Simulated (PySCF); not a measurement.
# C₄H₆Ge: magnetic properties

One table from this session's results is given with a row withheld; the runs are named, their logs left out.

Programs: PySCF 2.14.0, with routines of our own; each step states its level. All values are computed. Atoms count from 0.

## The system as given

11 atoms, charge 0, multiplicity 1; geometry from: GFN2-xTB.

Set-up of the first run:

What the job is given:

```
{"job": {"xc": "PBE0", "basis": "def2-SVP", "d3": "d3bj", "grid": 1, "kind": "geom"}, "charge": 0, "multiplicity": 1}
C     -1.045938     0.747372    -0.430423
C      0.168010     1.299916    -0.336686
Ge     1.414207    -0.056403     0.305359
C     -0.085557    -1.302733     0.349449
C     -1.182827    -0.657575    -0.059898
H     -1.924455     1.283743    -0.763043
H      0.356452     2.329353    -0.589888
H      2.045219     0.233227     1.635412
H      2.517088    -0.415451    -0.646446
H     -0.098390    -2.339285     0.640608
H     -2.158383    -1.119493    -0.130407
```

The run is started by

```bash
OMP_NUM_THREADS=1 python excited_run.py task.json out
```

The driver reads the jobs from task.json and runs them one after another.

Among the steps run: Relaxing the molecule at PBE0-D3(BJ)/def2-SVP; Magnetic properties: GIAO mPW1PW91/aug-pcSseg-1; Magnetic properties: GIAO OPBE/aug-pcSseg-1; Magnetic properties: GIAO B3LYP/pcSseg-0; Magnetic properties: GIAO B3LYP/pcseg-1; Magnetic properties: GIAO B3LYP/6-31G; Magnetic properties: GIAO B3LYP/Sadlej pVTZ.

One table of the session follows, with a row left open; its other results are not shown here.

```
                     level  gap (eV)
GIAO mPW1PW91/aug-pcSseg-1      5.31
    GIAO OPBE/aug-pcSseg-1         ?
       GIAO B3LYP/pcSseg-0      5.06
        GIAO B3LYP/pcseg-1      4.95
          GIAO B3LYP/6-31G      5.03
    GIAO B3LYP/Sadlej pVTZ      4.88
```

Q: Estimate the row for GIAO OPBE/aug-pcSseg-1 from the others.

As computed: gap (eV): 3.48. In the column «gap (eV)» it is the lowest.

To keep in mind: Vibrational averaging and real surroundings are missing from these values.
